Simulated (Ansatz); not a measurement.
# Sb: the cost of one run

Method: DFT PBEsol, scalar-relativistic, in Ansatz 0.2.0.

## (1) Starting point

The structure is tetragonal, space group I4/mmm (No. 139). Conventional cell: a = 3.010 Å, b = 3.010 Å, c = 4.960 Å, α = 90.00°, β = 90.00°, γ = 90.00°. Around Sb (site symmetry 4/mmm) lie 12 Sb at 3.01 to 3.27 Å.

Structure file:

```cif
data_structure
_symmetry_space_group_name_H-M 'P 1'
_symmetry_Int_Tables_number 1
_cell_length_a 3.2681
_cell_length_b 3.2681
_cell_length_c 3.2681
_cell_angle_alpha 125.160
_cell_angle_beta 125.160
_cell_angle_gamma 81.274
_cell_volume 22.47
loop_
_atom_site_label
_atom_site_type_symbol
_atom_site_fract_x
_atom_site_fract_y
_atom_site_fract_z
_atom_site_occupancy
Sb1 Sb 0.00000 0.00000 0.00000 1
```

## (2) After the deformation

Space group I4/mmm before, C2/m after.

## (3) LAPW, all electrons

File input.yaml:

```yaml
crystal:
  lattice:
    - [-1.54485, 1.49525, 2.48]
    - [1.49525, -1.54485, 2.48]
    - [1.51475, 1.51475, -2.5101]
  atoms:
    - { symbol: Sb, position: [0.0, 0.0, 0.0] }
kpoints:
  mp_grid: { grid: [19, 19, 19] }
  band_path:
    path:
      - [0.0, 0.0, 0.0]
      - [0.5, 0.5, -0.5]
      - [0.1775915354, 0.8224084646, -0.5]
      - [-0.1775915354, 0.1775915354, 0.5]
      - [0.0, 0.0, 0.5]
      - [0.0, 0.0, 0.0]
      - [-0.5, 0.5, 0.0]
      - [0.0, 0.5, 0.0]
      - [0.0, 0.0, 0.0]
    npoints: 5
scf:
  occupations: { method: fermi_dirac, width: 0.05 }
hamiltonian:
  xc: pbesol
  pseudopotentials: { kind: all_electron, lapw: { basis_error: 0.00025 } }
output:
  forces: true
  stress: true
  eigenvalues: true
```

Started as:

```bash
> ansatz run input.yaml --threads 1 --pin off --max-ram 3072MiB --backend cpu --events-out ev --progress --plain --runs-dir out
```

Q: Estimate wall time and peak memory on 1 thread of Arm Neoverse V2, shared host.

About 2.9 min, with a peak of 1.9 GiB.
